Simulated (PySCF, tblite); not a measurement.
# C8H9P: infrared bands and NMR shifts

Aim: predict the infrared bands and NMR shifts of C8H9P (`C/C=P\c1ccccc1`).

Programs: tblite 0.8.0 and PySCF 2.14.0, with density-fitted response routines of our own. Each step states its level of theory. These are calculated values for one molecule in the gas phase, unless marked as measured. Atoms count from 0, in the outputs and in this text.

## Step 1: The starting structure

18 atoms, charge 0, multiplicity 1; geometry from: GFN2-xTB.

Bonds of the start (Å): C0–C1 1.49, C1–P2 1.67, P2–C3 1.84, C3–C4 1.39, C4–C5 1.38, C5–C6 1.39, C6–C7 1.38, C7–C8 1.38, C8–C3 1.39, C0–H9 1.09, C0–H10 1.09, C0–H11 1.09, C1–H12 1.08, C4–H13 1.08, C5–H14 1.08, C6–H15 1.08, C7–H16 1.08, C8–H17 1.08.

## Step 2: Infrared spectrum with GFN2-xTB

Job settings and geometry (Å):

```
{"job": {"kind": "ir", "xc": "GFN2-xTB", "basis": "xTB"}, "charge": 0, "multiplicity": 1}
C      2.458115     0.687562    -0.279984
C      2.537269    -0.752086     0.089399
P      1.321523    -1.868311     0.365362
C     -0.196303    -0.851683     0.163727
C     -0.535311     0.112672     1.107834
C     -1.703548     0.839712     0.972565
C     -2.546199     0.605930    -0.101796
C     -2.220982    -0.361605    -1.037870
C     -1.055942    -1.094722    -0.901925
H      3.057690     0.873630    -1.172028
H      1.434718     1.003233    -0.469523
H      2.871047     1.303570     0.521235
H      3.545316    -1.142573     0.176668
H      0.123233     0.290911     1.947425
H     -1.958873     1.589206     1.707956
H     -3.458704     1.174378    -0.206510
H     -2.879870    -0.547680    -1.873516
H     -0.801938    -1.855827    -1.627341
```

**Question.** This job is followed by: GIAO PBE0/pcSseg-1 NMR shielding, non-relativistic, gas phase. What will the session give for the following? strongest single infrared mode (GFN2-xTB); zero-point energy (GFN2-xTB); 13C shifts against TMS (PBE0/pcSseg-1, means over atoms taken as alike); 1H shifts against TMS (PBE0/pcSseg-1, means over atoms taken as alike); 31P shifts against H3PO4 (PBE0/pcSseg-1).

The runs gave:

| quantity | value |
| --- | --- |
| strongest single infrared mode (GFN2-xTB) | 3079 cm⁻¹, 80 km/mol |
| zero-point energy (GFN2-xTB) | 88.7 kcal/mol |
| 13C shifts against TMS (PBE0/pcSseg-1, means over atoms taken as alike) | 201.1, 149.3, 138.1, 133.8, 133.8, 24.9 ppm |
| 1H shifts against TMS (PBE0/pcSseg-1, means over atoms taken as alike) | 8.94, 7.70, 7.67, 7.63, 2.11 ppm |
| 31P shifts against H3PO4 (PBE0/pcSseg-1) | 288.9 ppm |

**Reading.** All 48 modes are real, so the xTB geometry is a minimum. The strongest single mode, at 3079 cm⁻¹, moves mainly H16 and H14. Unscaled tight-binding wavenumbers are off by several per cent, some by more. Its intensities can rank the bands wrongly. At PBE0/pcSseg-1: Shielding is most anisotropic at P2 (span 667 ppm, paramagnetic term -938 ppm). NICS(1)zz of -29 ppm above the planar ring from C3 marks a diatropic (aromatic) ring current.
